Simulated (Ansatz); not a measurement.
# Cl2HO2Si radical: basis-set convergence

One table from this session's results is given with a row withheld; the runs are named, their logs left out.

The runs use Ansatz 0.2.0, Gaussian basis; one geometry, several basis sets.

Levels to be run: PBE0-D4/def2-SVP; ωB97M-V/def2-SVP; PBE0-D4/def2-QZVPP; ωB97M-V/def2-QZVPP; the functionals' def2-TZVPP values are taken from earlier runs.

## The relaxed structure

The geometry comes from an earlier relaxation with PBE0-D4 in a triple-zeta def2 set; it is a stationary point.

SMILES `[O][Si](O)(Cl)Cl`, 6 atoms, charge 0, spin multiplicity 2.

Atoms are counted from 1 here; the program's logs count them from 0.

Bond lengths: O1–Si2 1.648 Å, Si2–O3 1.616 Å, Si2–Cl4 2.015 Å, Si2–Cl5 2.031 Å, O3–H6 0.960 Å. Angles: O1–Si2–O3 113.7°, O1–Si2–Cl4 113.2°, O1–Si2–Cl5 98.7°, O3–Si2–Cl4 105.7°, O3–Si2–Cl5 114.0°, Cl4–Si2–Cl5 111.7°, Si2–O3–H6 117.6°.

The first run:

in.yaml reads:

```yaml
crystal:
  periodic: [false, false, false]
  atoms:
    - {symbol: O, position_ang: [-1.226095, 0.180933, 1.211607]}
    - {symbol: Si, position_ang: [-0.270907, 0.041236, -0.123692]}
    - {symbol: O, position_ang: [1.051937, -0.855807, 0.114910]}
    - {symbol: Cl, position_ang: [-1.218443, -0.789205, -1.696025]}
    - {symbol: Cl, position_ang: [0.111362, 2.012016, -0.434242]}
    - {symbol: H, position_ang: [1.594146, -0.653174, 0.881244]}
basis:
  gaussian: {orbitals: def2-SVP}
magnetization: {spin_polarized: true, initial_magnetization: 1}
hamiltonian: {xc: pbe0, dispersion: d4}
output: {orbitals: {seedname: orbitals}}
```

Steps of the session up to this table: PBE0-D4 in def2-SVP; ωB97M-V in def2-SVP; PBE0-D4 in def2-QZVPP; ωB97M-V in def2-QZVPP.

One table of the session follows, with a row left open; its other results are not shown here.

It belongs to the step «Density functionals: the series». 

```
functional       basis  HOMO (eV)  LUMO (eV)
   PBE0-D4    def2-SVP      -9.22      -5.12
   PBE0-D4  def2-TZVPP      -9.40      -5.28
   PBE0-D4  def2-QZVPP      -9.45      -5.33
   ωB97M-V    def2-SVP     -11.53      -2.85
   ωB97M-V  def2-TZVPP          ?          ?
   ωB97M-V  def2-QZVPP     -11.80      -3.16
```

Q: Estimate the row for ωB97M-V, def2-TZVPP from the others.

**Answer.** HOMO (eV): -11.74; LUMO (eV): -3.10. In the column «HOMO (eV)» it lies between ωB97M-V, def2-QZVPP (-11.80) and ωB97M-V, def2-SVP (-11.53).
